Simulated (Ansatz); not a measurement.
# PbSe: a single-point run

The task is a single-point run on PbSe. The structure is shown as the input types it.

Method: density functional or hybrid calculation with the settings of its input, plane waves, in Ansatz 0.2.0.

3 further runs of the same task are left out: 3 that didn't finish.

### Step 1. The system as given

Symmetry: Fm-3m, No. 225, cubic system. The conventional cell has a = 6.139 Å, b = 6.139 Å, c = 6.139 Å, α = 90.00°, β = 90.00°, γ = 90.00°. Pb (site symmetry m-3m) is surrounded by 6 Se at 3.07 Å. Around Se (site symmetry m-3m) lie 6 Pb at 3.07 Å.

As a file:

```cif
data_structure
_symmetry_space_group_name_H-M 'P 1'
_symmetry_Int_Tables_number 1
_cell_length_a 4.3412
_cell_length_b 4.3412
_cell_length_c 4.3412
_cell_angle_alpha 60.000
_cell_angle_beta 60.000
_cell_angle_gamma 60.000
_cell_volume 57.85
loop_
_atom_site_label
_atom_site_type_symbol
_atom_site_fract_x
_atom_site_fract_y
_atom_site_fract_z
_atom_site_occupancy
Pb1 Pb 0.00000 0.00000 0.00000 1
Se1 Se 0.50000 0.50000 0.50000 1
```

### Step 2. Input and run

The input, input.yaml:

```yaml
crystal:
  lattice:
    - [0.0, 3.0696893648, 3.0696893648]
    - [3.0696893648, 0.0, 3.0696893648]
    - [3.0696893648, 3.0696893648, 0.0]
  atoms:
    - { symbol: Pb, position: [0.0, 0.0, 0.0] }
    - { symbol: Se, position: [0.5, 0.5, 0.5] }
kpoints:
  mp_grid: { grid: [1, 1, 8] }
hamiltonian:
  xc: pbe
scf:
  occupations: { method: fixed }
  n_extra_bands: 4
output:
  forces: true
  stress: true
  eigenvalues: true
```

Started as:

```sh
$ ansatz run input.yaml --threads 4 --pin off --max-ram 3686MiB --backend cpu --events-out ev --progress --plain --runs-dir out
```

Q: Will this input give a usable result? If not, why, and what should change?

This run ends as converged, with warnings (symmetry narrowed by mesh). It gives a pressure of 23 GPa, which is large; a structure far from rest gives such values too, whatever the setting.

The suspect setting: scf.occupations.method is fixed; scf.occupations.width is missing. What could go wrong: fixed occupations where they can't hold. The run converged, but that does not make its result sound.

The test: set scf.occupations.method to fermi_dirac and scf.occupations.width to 0.5.
